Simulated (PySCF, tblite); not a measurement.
# CH10GeO2Si2, a small molecule taken as a stand-in for a surface group: NMR shifts, core binding energies and electronic excitations, part 2 of 2

tblite 0.8.0 and PySCF 2.14.0. Atoms count from 0, parts from 1. Earlier steps stand in the parts before.

### Step 5. Core holes by ΔSCF: SCAN, X2C

Job settings and geometry (Å):

```
{"job": {"kind": "xps", "holes": 5}, "charge": 0, "multiplicity": 1}
Ge     0.243267     1.192071    -0.715564
C      1.277130     1.634068     0.857304
O     -1.418077     0.799396    -0.235190
Si    -2.201110    -0.206713     0.821964
O      0.934384    -0.252941    -1.473615
Si     0.966014    -1.881299    -1.166558
H      0.139646     2.257081    -1.808832
H      2.320492     1.839457     0.578408
H      0.857268     2.520085     1.354679
H      1.258481     0.789961     1.561994
H     -3.619331     0.237344     0.939329
H     -2.165182    -1.621229     0.337731
H     -1.561063    -0.162796     2.176125
H     -0.162654    -2.579433    -1.850891
H      2.259569    -2.435788    -1.661109
H      0.859428    -2.141142     0.306619
```

Method: delta-SCF UKS SCAN, pcX-2 on the ionised atom, pcseg-1 elsewhere, spin-free X2C.

The log of the run:

```text
ground state, core basis on atom 1 (C), 186 functions
  cycle   1  E = -2868.48799541  |g| = 1.05e+00
  cycle   2  E = -2867.72997617  |g| = 2.19e+00
  cycle   3  E = -2868.69252550  |g| = 2.31e-01
  cycle   4  E = -2868.70370698  |g| = 9.64e-02
  cycle   5  E = -2868.70599184  |g| = 1.76e-02
  cycle   6  E = -2868.70607798  |g| = 4.71e-03
  cycle   7  E = -2868.70608567  |g| = 3.31e-03
  cycle   8  E = -2868.70608628  |g| = 7.95e-04
  cycle   9  E = -2868.70608639  |g| = 9.94e-05
  E(ground) = -2868.91013735 Eh
hole in C 1s of atom 1
  cycle   1  E = -2857.45028571  |g| = 1.50e+00
  cycle   2  E = -2856.76863143  |g| = 1.81e+00
  cycle   3  E = -2857.95582981  |g| = 4.11e-01
  cycle   4  E = -2857.97343642  |g| = 3.65e-01
  cycle   5  E = -2858.02476934  |g| = 5.20e-02
  cycle   6  E = -2858.02571908  |g| = 1.06e-02
  cycle   7  E = -2858.02573919  |g| = 9.58e-03
  cycle   8  E = -2858.02577137  |g| = 4.65e-03
  cycle   9  E = -2858.02577890  |g| = 8.74e-04
  cycle  10  E = -2858.02577973  |g| = 3.60e-04
  E(ion) = -2858.22834317 Eh   <S^2> = 0.7679   hole on atom = 1.000   binding energy = 290.666 eV
ground state, core basis on atom 2 (O), 186 functions
  cycle   1  E = -2868.74071339  |g| = 1.12e-01
  cycle   2  E = -2868.73755859  |g| = 1.49e-01
  cycle   3  E = -2868.74101841  |g| = 5.42e-02
  cycle   4  E = -2868.74152289  |g| = 1.06e-02
  cycle   5  E = -2868.74154468  |g| = 2.75e-03
  cycle   6  E = -2868.74154282  |g| = 6.36e-04
  cycle   7  E = -2868.74154313  |g| = 1.24e-04
  E(ground) = -2868.94187176 Eh
hole in O 1s of atom 2
  cycle   1  E = -2848.14690650  |g| = 2.24e+00
  cycle   2  E = -2847.51812610  |g| = 2.30e+00
  cycle   3  E = -2848.89217570  |g| = 5.25e-01
  cycle   4  E = -2848.88040788  |g| = 5.29e-01
  cycle   5  E = -2848.99048932  |g| = 9.77e-02
  cycle   6  E = -2848.99392155  |g| = 3.57e-02
  cycle   7  E = -2848.99461655  |g| = 7.74e-03
  cycle   8  E = -2848.99465005  |g| = 2.17e-03
  cycle   9  E = -2848.99464990  |g| = 7.59e-04
  cycle  10  E = -2848.99465074  |g| = 1.84e-04
  E(ion) = -2849.19577277 Eh   <S^2> = 0.7632   hole on atom = 1.000   binding energy = 537.319 eV
ground state, core basis on atom 3 (Si), 197 functions
  cycle   1  E = -2868.80331873  |g| = 3.09e-01
  cycle   2  E = -2868.79625056  |g| = 2.26e-01
  cycle   3  E = -2868.79686983  |g| = 2.12e-01
  cycle   4  E = -2868.80557184  |g| = 2.39e-02
  cycle   5  E = -2868.80565909  |g| = 9.77e-03
  cycle   6  E = -2868.80567710  |g| = 1.38e-03
  cycle   7  E = -2868.80567653  |g| = 4.70e-04
  E(ground) = -2868.96830558 Eh
hole in Si 2p of atom 3
  cycle   1  E = -2864.52383907  |g| = 1.23e+00
  cycle   2  E = -2863.03021390  |g| = 1.56e+00
  cycle   3  E = -2864.47104261  |g| = 8.51e-01
  cycle   4  E = -2864.80675121  |g| = 2.21e-01
  cycle   5  E = -2864.82959013  |g| = 1.77e-01
  cycle   6  E = -2864.83974189  |g| = 7.72e-02
  cycle   7  E = -2864.84209859  |g| = 1.65e-02
  cycle   8  E = -2864.84220275  |g| = 5.30e-03
  cycle   9  E = -2864.84221502  |g| = 1.25e-03
  cycle  10  E = -2864.84221551  |g| = 4.54e-04
  E(ion) = -2865.01654142 Eh   <S^2> = 0.7514   hole on atom = 1.003   binding energy = 107.533 eV
  2p3/2 = 107.288 eV   2p1/2 = 107.913 eV
ground state, core basis on atom 4 (O), 186 functions
  cycle   1  E = -2868.73954482  |g| = 1.13e-01
  cycle   2  E = -2868.73650552  |g| = 1.48e-01
  cycle   3  E = -2868.73991035  |g| = 5.66e-02
  cycle   4  E = -2868.74046881  |g| = 9.42e-03
  cycle   5  E = -2868.74049272  |g| = 4.28e-03
  cycle   6  E = -2868.74049490  |g| = 4.08e-04
  E(ground) = -2868.94205369 Eh
hole in O 1s of atom 4
  cycle   1  E = -2848.14707630  |g| = 2.24e+00
  cycle   2  E = -2847.52341960  |g| = 2.29e+00
  cycle   3  E = -2848.89390803  |g| = 5.22e-01
  cycle   4  E = -2848.88261577  |g| = 5.24e-01
  cycle   5  E = -2848.99037729  |g| = 9.84e-02
  cycle   6  E = -2848.99386764  |g| = 3.50e-02
  cycle   7  E = -2848.99453689  |g| = 7.72e-03
  cycle   8  E = -2848.99456820  |g| = 2.12e-03
  cycle   9  E = -2848.99456845  |g| = 7.10e-04
  cycle  10  E = -2848.99456989  |g| = 1.77e-04
  E(ion) = -2849.19685769 Eh   <S^2> = 0.7630   hole on atom = 1.000   binding energy = 537.294 eV
ground state, core basis on atom 5 (Si), 197 functions
  cycle   1  E = -2868.80367248  |g| = 3.10e-01
  cycle   2  E = -2868.79632416  |g| = 2.31e-01
  cycle   3  E = -2868.79744212  |g| = 2.11e-01
  cycle   4  E = -2868.80601064  |g| = 2.41e-02
  cycle   5  E = -2868.80609389  |g| = 9.94e-03
  cycle   6  E = -2868.80611422  |g| = 1.35e-03
  cycle   7  E = -2868.80611644  |g| = 4.43e-04
  E(ground) = -2868.96826732 Eh
hole in Si 2p of atom 5
  cycle   1  E = -2864.52554302  |g| = 1.23e+00
  cycle   2  E = -2863.04853245  |g| = 1.52e+00
  cycle   3  E = -2864.51669669  |g| = 7.78e-01
  cycle   4  E = -2864.80639660  |g| = 2.38e-01
  cycle   5  E = -2864.83274842  |g| = 1.65e-01
  cycle   6  E = -2864.84198425  |g| = 6.87e-02
  cycle   7  E = -2864.84382993  |g| = 1.87e-02
  cycle   8  E = -2864.84395791  |g| = 6.26e-03
  cycle   9  E = -2864.84397841  |g| = 1.30e-03
  cycle  10  E = -2864.84397935  |g| = 4.79e-04
  E(ion) = -2865.01807847 Eh   <S^2> = 0.7515   hole on atom = 1.003   binding energy = 107.490 eV
  2p3/2 = 107.246 eV   2p1/2 = 107.871 eV
```

It took 56 s on 1 thread of Arm Neoverse V1, shared host; peak memory 0.76 GiB.

The holes in one table. −ε is the ground-state orbital energy:

```
       hole  stands for               environment  ΔSCF (eV; 2p as the shell's mean)  −ε (eV)   ⟨S²⟩
  C1s on C1          C1  carbon bonded to Ge, 3 H                             290.67    273.9  0.768
  O1s on O2          O2   oxygen bonded to Ge, Si                             537.32    516.4  0.763
Si2p on Si3         Si3  silicon bonded to O, 3 H                             107.50     96.6  0.751
  O1s on O4          O4   oxygen bonded to Ge, Si                             537.29    516.4  0.763
Si2p on Si5         Si5  silicon bonded to O, 3 H                             107.45     96.5  0.751
```

With the spin-orbit splitting: Si3 2p3/2 107.29, 2p1/2 107.91 eV; Si5 2p3/2 107.25, 2p1/2 107.87 eV. The table gives each 2p level as the mean over the whole 2p shell (two parts 2p3/2, one part 2p1/2), which differs a little from the single hole in the log.

### Step 6. TDDFT and polarisability: CAM-B3LYP/def2-SVPD

Same as in step 5 but for these lines:

```diff
@@ -1,2 +1,2 @@
-{"job": {"kind": "xps", "holes": 5}, "charge": 0, "multiplicity": 1}
+{"job": {"kind": "uv", "xc": "CAM-B3LYP", "basis": "def2-SVPD", "nstates": 6, "ntriplets": 2, "ip": true}, "charge": 0, "multiplicity": 1}
 Ge     0.243267     1.192071    -0.715564
```

Method: TDDFT CAM-B3LYP/def2-SVPD, vertical, gas phase, core orbitals frozen in the response.

The log of the run:

```text
coarse grid: 60504 points
cycle   1  E = -2849.9408926387  dE = -3.734e-01  |g| = 1.109e+00  |ddm| = 5.630e+00
cycle   2  E = -2849.6954863848  dE =  2.454e-01  |g| = 1.614e+00  |ddm| = 4.508e+00
cycle   3  E = -2850.1581396718  dE = -4.627e-01  |g| = 1.090e-01  |ddm| = 2.373e+00
cycle   4  E = -2850.1601611822  dE = -2.022e-03  |g| = 5.328e-02  |ddm| = 2.630e-01
cycle   5  E = -2850.1605956394  dE = -4.345e-04  |g| = 5.049e-03  |ddm| = 7.679e-02
cycle   6  E = -2850.1606024965  dE = -6.857e-06  |g| = 9.976e-04  |ddm| = 2.041e-02
final grid: 124240 points
cycle   7  E = -2850.1606341044  dE = -2.284e-07  |g| = 9.649e-04  |ddm| = 6.347e-03
cycle   8  E = -2850.1606339707  dE =  1.337e-07  |g| = 1.317e-03  |ddm| = 3.052e-03
cycle   9  E = -2850.1606342823  dE = -3.116e-07  |g| = 1.325e-04  |ddm| = 1.662e-03
cycle  10  E = -2850.1606342858  dE = -3.517e-09  |g| = 2.208e-05  |ddm| = 2.377e-04
cycle  11  E = -2850.1606342860  dE = -1.723e-10  |g| = 1.008e-05  |ddm| = 6.486e-05
converged SCF energy = -2850.1606342860

Static polarisability (au): isotropic 98.752, principal 91.633 101.189 103.434

Singlet excitations
state   eV       nm        f      main configurations
  1   7.2487    171.0   0.00953   H->L 0.66, H-2->L+2 0.08
  2   7.2971    169.9   0.00294   H-1->L 0.61
  3   7.4783    165.8   0.00024   H-2->L 0.44, H->L+2 0.23, H-1->L 0.12
  4   7.6697    161.7   0.00643   H-1->L+2 0.46, H-3->L 0.36
  5   8.0784    153.5   0.01759   H->L+1 0.61, H->L 0.09
  6   8.0966    153.1   0.00312   H->L+2 0.41, H-2->L 0.21

Triplet excitations (Tamm-Dancoff, eV): 6.8757 6.9180
Vertical ionisation energy (delta-SCF) = 10.3746 eV
```

Run time: 4.3 min. Hardware: 1 thread of Arm Neoverse V1, shared host; peak memory 1.4 GiB.

The orbitals next to the gap, with their largest atomic shares:

| orbital | eV | atoms |
| --- | --- | --- |
| HOMO−3 | -10.61 | O4 15 %, Si5 15 %, O2 14 % |
| HOMO−2 | -10.20 | O2 21 %, O4 16 %, Si3 15 % |
| HOMO−1 | -9.88 | O2 26 %, O4 20 %, Si3 13 % |
| HOMO | -9.70 | O4 24 %, C1 15 %, O2 14 % |
| LUMO | 0.73 | Ge0 17 %, Si3 14 %, Si5 13 % |
| LUMO+1 | 1.13 | Si3 19 %, Si5 15 %, Ge0 9 % |
| LUMO+2 | 1.26 | Si5 15 %, Ge0 14 %, Si3 13 % |

With each of the 6 states as a Gaussian band of 0.4 eV half-width at 1/e, the curve within the window shown has maxima at 155 nm (ε 960) L/(mol cm). Beyond the last state computed it falls off for lack of states. The curve at chosen wavelengths:

nm, ε (L/mol/cm) and a bar:
```
      148        460 #############
      150        673 #####################
      151        769 ########################
      153        908 #############################
      154        944 ##############################
      156        947 ##############################
      157        922 #############################
      159        845 ###########################
      160        804 #########################
      162        737 #######################
      163        713 ######################
      165        686 #####################
      166        679 #####################
      168        666 ####################
      169        655 ####################
      171        617 ###################
      172        589 ##################
      174        513 ###############
      175        468 ##############
      177        372 ###########
      178        324 #########
      180        234 ######
      181        194 ####
      183        128 ##
      184        102 #
      186         62
```

Further results of this job:

```csv
property,computed
dipole moment (D),1.78
polarisability (Å³),14.63
HOMO–LUMO gap (eV),10.43
−ε(HOMO) (eV),9.70
```

### Step 7. What came out

This closing draws on all 2 parts.

```
                                 quantity                                                           value
                              point group                                                              C1
     rotational constants (main isotopes)                                            1.57, 1.27, 0.84 GHz
   ¹³C shifts against TMS (PBE0/pcSseg-1)                                                         0.5 ppm
    ¹H shifts against TMS (PBE0/pcSseg-1)  5.45, 5.20, 5.15, 5.12, 5.09, 5.07, 5.03, 0.92, 0.38, 0.36 ppm
⁷³Ge shifts against GeMe4 (PBE0/pcSseg-1)                                                          48 ppm
   ¹⁷O shifts against H2O (PBE0/pcSseg-1)                                                  44.4, 42.9 ppm
  ²⁹Si shifts against TMS (PBE0/pcSseg-1)                                                -37.0, -38.1 ppm
         O1s binding energies, SCAN/pcX-2                                         O2 537.32, O4 537.29 eV
        Si2p binding energies, SCAN/pcX-2                                       Si3 107.50, Si5 107.45 eV
         C1s binding energies, SCAN/pcX-2                                                    C1 290.67 eV
     lowest singlet (CAM-B3LYP/def2-SVPD)                                     7.25 eV (171 nm), f = 0.010
 brightest single state of those computed                                     state 5, 8.08 eV, f = 0.018
                           lowest triplet                                                         6.88 eV
        vertical ionisation energy (ΔSCF)                                                        10.37 eV
```

What this shows: The optimisation took 14 steps and gained 0.358 eV; among the close pairs (by a distance rule), Si3–H12 changed most, from 1.436 to 1.498 Å (PBE0/def2-SVP). At PBE0/pcSseg-1: The widest tensor belongs to Ge0: span 158 ppm, with a paramagnetic part of -1474 ppm. The O1s levels computed lie within 0.02 eV of one another, too close to rank. The Si2p levels computed lie within 0.04 eV of one another, too close to rank. The first singlet state (HOMO→LUMO 0.66, HOMO−2→LUMO+2 0.08) lies at 7.25 eV and is weak; of the 6 states computed, the strongest absorption comes from states 5 to 6 together at 8.08 eV (the last computed, so partners may be missing). The lowest triplet lies 0.37 eV below the lowest singlet (triplets in Tamm-Dancoff, singlets in full TDDFT). The orbital energy would give 9.70 eV for ionisation, ΔSCF gives 10.37 eV. Spin-orbit coupling is left out, which matters for shieldings and couplings at and beside the heavy atoms. A capped cluster stands for the solid here, so long-range fields and strain are missing, and bands or shifts of the capping hydrogens have no counterpart in it.
